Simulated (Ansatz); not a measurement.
# C7H14: ionisation energy by level of theory

One table from this session's results is given with a row withheld; the runs are named, their logs left out.

Computed with Ansatz 0.2.0, Gaussian basis. Level: unrestricted cation, the program's frozen cores in correlated methods.

The runs, in order: UKS PBE-D4/def2-TZVPP; UKS r2SCAN-D4/def2-TZVPP; UKS PBE0-D4/def2-TZVPP; UKS B3LYP-D4/def2-TZVPP; UKS wB97X-V/def2-TZVPP; UKS wB97M-V/def2-TZVPP; UKS B2PLYP/def2-TZVPP; UHF-CCSD(T)/def2-TZVPP; UHF-MP2/def2-QZVPP; extrapolation to the limit; then −ε(HOMO) from the neutral's earlier runs with LDA (SPW92), PBE-D4, revPBE-D4, BLYP-D4, r2SCAN-D4, B97M-V, PBE0-D4, B3LYP-D4, r2SCANh-D4, r2SCAN0-D4, HSE06-D4, BHLYP-D4, CAM-B3LYP-D4, LC-ωPBE, ωB97X-V, ωB97M-V.

### Structure used throughout

The geometry comes from an earlier relaxation with PBE0-D4 in a triple-zeta def2 set; it is a stationary point, not always the lowest conformer.

21 atoms, charge 0, spin multiplicity 1.

Atoms are counted from 1 here; the program's logs count them from 0.

Bond lengths: C1–C2 1.515 Å, C1–H8 1.093 Å, C1–H9 1.095 Å, C1–H10 1.093 Å, C2–C3 1.537 Å, C2–C7 1.524 Å, C2–H11 1.098 Å, C3–C4 1.541 Å, C3–H12 1.095 Å, C3–H13 1.092 Å, C4–C5 1.537 Å, C4–H14 1.092 Å, C4–H15 1.095 Å, C5–C6 1.515 Å, C5–C7 1.524 Å, C5–H16 1.098 Å, C6–H17 1.093 Å, C6–H18 1.093 Å and more. Angles: C2–C1–H8 111.4°, C2–C1–H9 110.6°, C2–C1–H10 111.6°, H8–C1–H9 107.6°, H8–C1–H10 107.7°, H9–C1–H10 107.8°, C1–C2–C3 114.1°, C1–C2–C7 115.0°, C1–C2–H11 108.5°, C3–C2–C7 103.1°, C3–C2–H11 108.3°, C7–C2–H11 107.4°, C2–C3–C4 106.2°, C2–C3–H12 109.3°, C2–C3–H13 111.7°, C4–C3–H12 110.4°, C4–C3–H13 112.8°, H12–C3–H13 106.5° and more.

The first run:

Input file in.yaml:

```yaml
crystal:
  periodic: [false, false, false]
  atoms:
    - {symbol: C, position_ang: [-2.003037, -1.627075, 0.231970]}
    - {symbol: C, position_ang: [-0.604092, -1.115518, -0.044659]}
    - {symbol: C, position_ang: [0.231898, -0.860730, 1.219973]}
    - {symbol: C, position_ang: [1.203938, 0.282435, 0.868449]}
    - {symbol: C, position_ang: [0.906891, 0.663069, -0.591049]}
    - {symbol: C, position_ang: [1.177776, 2.117416, -0.917805]}
    - {symbol: C, position_ang: [-0.538989, 0.218988, -0.777782]}
    - {symbol: H, position_ang: [-1.981422, -2.573255, 0.779564]}
    - {symbol: H, position_ang: [-2.563724, -0.906782, 0.836184]}
    - {symbol: H, position_ang: [-2.560720, -1.792165, -0.693786]}
    - {symbol: H, position_ang: [-0.077698, -1.855274, -0.662010]}
    - {symbol: H, position_ang: [-0.430549, -0.560390, 2.037920]}
    - {symbol: H, position_ang: [0.745431, -1.765385, 1.553383]}
    - {symbol: H, position_ang: [2.251288, 0.005194, 1.007995]}
    - {symbol: H, position_ang: [1.023513, 1.148553, 1.512925]}
    - {symbol: H, position_ang: [1.529485, 0.036969, -1.243593]}
    - {symbol: H, position_ang: [2.224836, 2.378260, -0.741144]}
    - {symbol: H, position_ang: [0.951479, 2.343082, -1.963347]}
    - {symbol: H, position_ang: [0.562597, 2.773171, -0.293460]}
    - {symbol: H, position_ang: [-1.211619, 0.939593, -0.292049]}
    - {symbol: H, position_ang: [-0.837261, 0.149865, -1.827707]}
basis:
  gaussian: {orbitals: def2-TZVPP}
total_charge: 1
magnetization: {spin_polarized: true, initial_magnetization: 1}
hamiltonian: {xc: pbe, dispersion: d4}
```

Command:

```
ansatz run in.yaml --threads 2 --pin off --events-out ev --progress --plain --max-ram 32768MiB --backend cuda --devices 0, --max-vram 18GiB
```

Steps of the session up to this table: Cation, UKS PBE-D4/def2-TZVPP; Cation, UKS r2SCAN-D4/def2-TZVPP; Cation, UKS PBE0-D4/def2-TZVPP; Cation, UKS B3LYP-D4/def2-TZVPP; Cation, UKS wB97X-V/def2-TZVPP; Cation, UKS wB97M-V/def2-TZVPP; Cation, UKS B2PLYP (frozen core)/def2-TZVPP; Cation, UHF-CCSD(T)/def2-TZVPP; Cation, UHF-MP2/def2-QZVPP.

One table of the session follows, with a row left open; its other results are not shown here.

For comparison, −ε(HOMO) of the neutral from earlier runs:

| functional | −ε(HOMO) (eV) |
| --- | --- |
| LDA (SPW92) | 7.15 |
| PBE-D4 | 7.14 |
| revPBE-D4 | 7.11 |
| BLYP-D4 | 7.09 |
| r2SCAN-D4 | 7.41 |
| B97M-V | 7.57 |
| PBE0-D4 | 8.50 |
| B3LYP-D4 | 8.33 |
| r2SCANh-D4 | 7.92 |
| r2SCAN0-D4 | 8.67 |
| HSE06-D4 | 8.09 |
| BHLYP-D4 | ? |
| CAM-B3LYP-D4 | 9.93 |
| LC-ωPBE | 11.25 |
| ωB97X-V | 10.93 |
| ωB97M-V | 10.81 |

Q: Estimate the row for BHLYP-D4 from the others.

Worked estimate for «−ε(HOMO) (eV)». Against the share of exact exchange, BLYP-D4 (0, 7.09), B3LYP-D4 (0.2, 8.33) give a slope of 6.20 per unit share; at 0.5 the line stands at 10.19.

**Answer.** −ε(HOMO) (eV): 9.83. In «−ε(HOMO) (eV)» the line misses by +0.36.
